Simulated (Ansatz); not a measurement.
# Te4Mo3: the cost of one run

Computed with Ansatz 0.2.0 (DFT PBEsol, scalar-relativistic, plane waves, PAW, unless a step's input says otherwise).

2 further runs of the same task are left out: 2 set aside as unsound or not needed. Runs told in other sessions of the task aren't counted.

**1. Starting point**

The structure is trigonal, space group R-3 (No. 148). The conventional cell has a = 10.106 Å, b = 10.106 Å, c = 11.731 Å, α = 90.00°, β = 90.00°, γ = 120.00°. Te (site symmetry 3) has 3 Mo at 2.73 Å in its first shell of neighbours. Around Te (site symmetry 1) lie 4 Mo at 2.71 to 2.82 Å. Around Mo (site symmetry 1) lie 4 Mo at 2.67 to 2.76 Å and 5 Te at 2.71 to 2.82 Å.

Coordinates:

```cif
data_structure
_symmetry_space_group_name_H-M 'P 1'
_symmetry_Int_Tables_number 1
_cell_length_a 7.0237
_cell_length_b 7.0237
_cell_length_c 7.0237
_cell_angle_alpha 92.010
_cell_angle_beta 92.010
_cell_angle_gamma 92.010
_cell_volume 345.84
loop_
_atom_site_label
_atom_site_type_symbol
_atom_site_fract_x
_atom_site_fract_y
_atom_site_fract_z
_atom_site_occupancy
Te1 Te 0.28914 0.28914 0.28914 1
Te2 Te 0.71086 0.71086 0.71086 1
Te3 Te 0.87911 0.61750 0.24759 1
Te4 Te 0.24759 0.87911 0.61750 1
Te5 Te 0.61750 0.24759 0.87911 1
Te6 Te 0.12089 0.38250 0.75241 1
Te7 Te 0.75241 0.12089 0.38250 1
Te8 Te 0.38250 0.75241 0.12089 1
Mo1 Mo 0.95415 0.25780 0.08044 1
Mo2 Mo 0.08044 0.95415 0.25780 1
Mo3 Mo 0.25780 0.08044 0.95415 1
Mo4 Mo 0.04585 0.74220 0.91956 1
Mo5 Mo 0.91956 0.04585 0.74220 1
Mo6 Mo 0.74220 0.91956 0.04585 1
```

It is the result of an earlier relaxation at this level (volume 24.70 Å³/atom; gap on the mesh: none (metal)).

**2. Bands, states and charges**

input.yaml reads:

```yaml
crystal:
  lattice:
    - [5.0528703543, 2.9172760592, 3.9102985912]
    - [-5.0528703543, 2.9172760592, 3.9102985912]
    - [0.0, -5.8345521185, 3.9102985912]
  atoms:
    - { symbol: Te, position: [0.2891442446, 0.2891442446, 0.2891442446] }
    - { symbol: Te, position: [0.7108557554, 0.7108557554, 0.7108557554] }
    - { symbol: Te, position: [0.8791081326, 0.6175008596, 0.2475915021] }
    - { symbol: Te, position: [0.2475915021, 0.8791081326, 0.6175008596] }
    - { symbol: Te, position: [0.6175008596, 0.2475915021, 0.8791081326] }
    - { symbol: Te, position: [0.1208918674, 0.3824991404, 0.7524084979] }
    - { symbol: Te, position: [0.7524084979, 0.1208918674, 0.3824991404] }
    - { symbol: Te, position: [0.3824991404, 0.7524084979, 0.1208918674] }
    - { symbol: Mo, position: [0.9541494051, 0.257803877, 0.0804357406] }
    - { symbol: Mo, position: [0.0804357406, 0.9541494051, 0.257803877] }
    - { symbol: Mo, position: [0.257803877, 0.0804357406, 0.9541494051] }
    - { symbol: Mo, position: [0.0458505949, 0.742196123, 0.9195642594] }
    - { symbol: Mo, position: [0.9195642594, 0.0458505949, 0.742196123] }
    - { symbol: Mo, position: [0.742196123, 0.9195642594, 0.0458505949] }
basis:
  ecutwfc: 420
kpoints:
  mp_grid: { grid: [6, 6, 6] }
  band_path:
    path:
      - [[0.0, 0.0, 0.0], [0.5, 0.0, 0.0], [0.5, -0.5, 0.5], [0.46610923, -0.53389077, 0.46610923]]
      - [[0.46610923, 0.46610923, 0.46610923], [0.0, 0.0, 0.0], [0.5, -0.5, 0.0]]
    npoints: 10
hamiltonian:
  xc: pbesol
scf:
  occupations: { method: gaussian, width: 0.1 }
  n_extra_bands: 35
output:
  forces: true
  stress: true
  eigenvalues: true
  populations: true
  dos: { projected: true, de: 0.02, nscf_kmesh: { grid: [9, 9, 9] } }
  bader: false
  write_density: true
  write_potential: true
  elf: true
  volumetric_format: npy
```

The run is started by

```console
$ ansatz run input.yaml --threads 4 --pin off --max-ram 10240MiB --backend cpu --events-out ev --progress --plain --runs-dir out
```

Q: Estimate wall time and peak memory on 4 threads of Intel Xeon 6975P-C (Granite Rapids), shared host.

About 70 s, with a peak of 3.8 GiB.
